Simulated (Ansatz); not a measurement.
The same calculation of Cl2GaH, SMILES [Cl][GaH][Cl] as a Python script and as an input file (Ansatz's Python interface).

`md.py`:
```python
# -*- coding: utf-8 -*-
"""Molecular dynamics of one Cl2GaH molecule."""

import ansatz
from ase import Atoms
import numpy as np

atoms = Atoms(["Cl", "Ga", "Cl", "H"], positions=[
    [-2.0908, -0.0886, -0.5927],
    [0.1412, 0.1776, -0.0982],
    [1.108, -1.5634, 0.843],
    [0.8971, 1.4141, -0.1724],
])
mol = ansatz.Crystal.molecule_from_ase(atoms)

calculation = mol.calculation()
calculation = calculation.basis(gaussian="def2-SVP")
calculation = calculation.functional("hf").md("nve", timestep=0.5, steps=40, temperature=200, initial_velocities="maxwell_boltzmann", seed=47)
frames = []
res = calculation.session().plan().execute(on_event=lambda e: frames.append(e["data"]) if e["event"] == "md_step" else None)
print("t (fs)   E_pot (eV)      E_kin (eV)   T (K)   d(0-1) (A)")
for f in frames[::2]:
    xyz = np.array(f["positions_ang"])
    print(f"{f['time_fs']:6.2f} {f['lagrangian_ev']:14.5f} {f['e_kin_ev']:10.5f} {f['temperature_k']:8.1f} {np.linalg.norm(xyz[0] - xyz[1]):9.4f}")
kept = np.array([f["conserved_ev"] for f in frames])
print(f"conserved energy moves by at most {1000 * np.ptp(kept):.3f} meV")
symbols = [site.symbol for site in mol.cartesian_sites]
with open("last_frame.xyz", "w") as handle:
    handle.write(f"{len(symbols)}\nt = {frames[-1]['time_fs']} fs\n")
    handle.writelines("{:2s} {:10.5f} {:10.5f} {:10.5f}\n".format(s, *xyz) for s, xyz in zip(symbols, frames[-1]["positions_ang"]))
```

Output of `python md.py`:
```text
t (fs)   E_pot (eV)      E_kin (eV)   T (K)   d(0-1) (A)
  0.00   -77345.60102    0.05170    200.0    2.3016
  1.00   -77345.63913    0.08937    345.7    2.2977
  2.00   -77345.68601    0.13581    525.4    2.2930
  3.00   -77345.71422    0.16392    634.1    2.2875
  4.00   -77345.71558    0.16548    640.1    2.2813
  5.00   -77345.70035    0.15054    582.3    2.2744
  6.00   -77345.68575    0.13618    526.8    2.2670
  7.00   -77345.68629    0.13683    529.3    2.2590
  8.00   -77345.70890    0.15941    616.6    2.2505
  9.00   -77345.75142    0.20175    780.4    2.2416
 10.00   -77345.80297    0.25302    978.7    2.2322
 11.00   -77345.84657    0.29633   1146.3    2.2224
 12.00   -77345.86575    0.31540   1220.0    2.2122
 13.00   -77345.85561    0.30549   1181.7    2.2016
 14.00   -77345.83165    0.28201   1090.9    2.1905
 15.00   -77345.82262    0.27327   1057.1    2.1791
 16.00   -77345.84493    0.29534   1142.4    2.1673
 17.00   -77345.88508    0.33499   1295.8    2.1552
 18.00   -77345.91345    0.36307   1404.4    2.1430
 19.00   -77345.91092    0.36060   1394.9    2.1308
 20.00   -77345.87931    0.32926   1273.7    2.1187
conserved energy moves by at most 1.075 meV
```

`input.yaml`:
```yaml
crystal:
  periodic: [false, false, false]
  atoms:
    - { symbol: Cl, position_ang: [-2.0908, -0.0886, -0.5927] }
    - { symbol: Ga, position_ang: [0.1412, 0.1776, -0.0982] }
    - { symbol: Cl, position_ang: [1.108, -1.5634, 0.843] }
    - { symbol: H, position_ang: [0.8971, 1.4141, -0.1724] }
basis:
  gaussian:
    orbitals: def2-SVP
hamiltonian:
  xc: hf
md:
  timestep: 0.5
  n_steps: 40
  ensemble: nve
  temperature: 200.0
  initial_velocities: maxwell_boltzmann
  seed: 47
```

Total energies depend on the basis set; only differences at equal settings carry meaning. The trajectory is only some femtoseconds long, so its temperature is not equilibrated; where the script doesn't relax first, it starts from a rough generated geometry. The temperature counts the internal degrees of freedom alone. Finished in 44 s on 1 thread of Arm Neoverse V1, on a shared host, peak memory 0.2 GiB.
